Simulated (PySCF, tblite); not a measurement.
# C₃H₁₁NSi₂: geometry, infrared bands and NMR shifts

What infrared bands and NMR shifts should C₃H₁₁NSi₂ (`C=C[Si@@](C)(N)[SiH3]`) show?

Computed with tblite 0.8.0 and PySCF 2.14.0, with density-fitted response routines of our own, on a single molecule in the gas phase. Atoms count from 0, in the outputs and in this text.

## 1. Starting geometry

17 atoms, charge 0, multiplicity 1; geometry from: force field or distance geometry start.

Bonds of the start (Å): C0–C1 1.36, C1–Si2 1.82, Si2–C3 1.87, Si2–N4 1.79, Si2–Si5 2.24, C0–H6 1.09, C0–H7 1.09, C1–H8 1.09, C3–H9 1.09, C3–H10 1.11, C3–H11 1.14, N4–H12 1.03, N4–H13 1.06, Si5–H14 1.47, Si5–H15 1.45, Si5–H16 1.48.

## 2. Geometry optimisation with GFN2-xTB

What the job is given:

```
{"job": {"kind": "relax", "xc": "GFN2-xTB", "basis": "xTB"}, "charge": 0, "multiplicity": 1}
C      2.346700    -0.890700     0.427300
C      1.418500    -0.563900    -0.511000
Si    -0.236700    -0.009300     0.020400
C     -1.498300    -0.956600    -0.988000
N     -0.580100    -0.287000     1.752400
Si    -0.402600     2.202600    -0.277300
H      3.345700    -1.224400     0.140000
H      2.143800    -0.824700     1.493900
H      1.690800    -0.651100    -1.565000
H     -2.314000    -0.273000    -1.231800
H     -1.027400    -1.317500    -1.920600
H     -1.857400    -1.816200    -0.335300
H     -0.234000    -1.200900     2.075300
H     -1.627200    -0.220500     1.870600
H     -1.770000     2.602700    -0.641900
H      0.541600     2.599800    -1.298900
H      0.053600     2.842500     0.980000
```

Launch:

```bash
$ OMP_NUM_THREADS=1 python probes_run.py task.json out
```

The driver reads the jobs from task.json and runs them one after another.

**Question.** This job is followed by: GFN2-xTB harmonic vibrations, gas phase; GIAO PBE0/pcSseg-1 NMR shielding, non-relativistic, gas phase. Predict these results of the whole session: strongest single infrared mode (GFN2-xTB); zero-point energy (GFN2-xTB); 13C shifts against TMS (PBE0/pcSseg-1); 1H shifts against TMS (PBE0/pcSseg-1, means over atoms taken as alike); 29Si shifts against TMS (PBE0/pcSseg-1); 15N shifts against NH3 (PBE0/pcSseg-1).

The runs gave:

| quantity | value |
| --- | --- |
| strongest single infrared mode (GFN2-xTB) | 785 cm⁻¹, 545 km/mol |
| zero-point energy (GFN2-xTB) | 80.0 kcal/mol |
| 13C shifts against TMS (PBE0/pcSseg-1) | 146.6, 141.1, 7.2 ppm |
| 1H shifts against TMS (PBE0/pcSseg-1, means over atoms taken as alike) | 6.47, 6.40, 6.38, 3.33, 0.23, 0.21 ppm |
| 29Si shifts against TMS (PBE0/pcSseg-1) | -18.1, -118.1 ppm |
| 15N shifts against NH3 (PBE0/pcSseg-1) | 17.4 ppm |

What this shows: Relaxing lowered the energy by 0.562 eV in 101 steps; the close pair that moved most is Si2–Si5, from 2.238 to 2.316 Å. The lowest mode is slightly imaginary (17i cm⁻¹), a soft motion within the noise of the Hessian, so the minimum is not strictly shown. The strongest single mode, at 785 cm⁻¹, is spread over several atoms, H15, H16, H14 among them. Unscaled tight-binding wavenumbers are off by several per cent, some by more. Its intensities can rank the bands wrongly. C1 (alkene CH) lies farthest downfield among carbon, at 146.6 ppm; as expected for a trigonal carbon in a double bond.
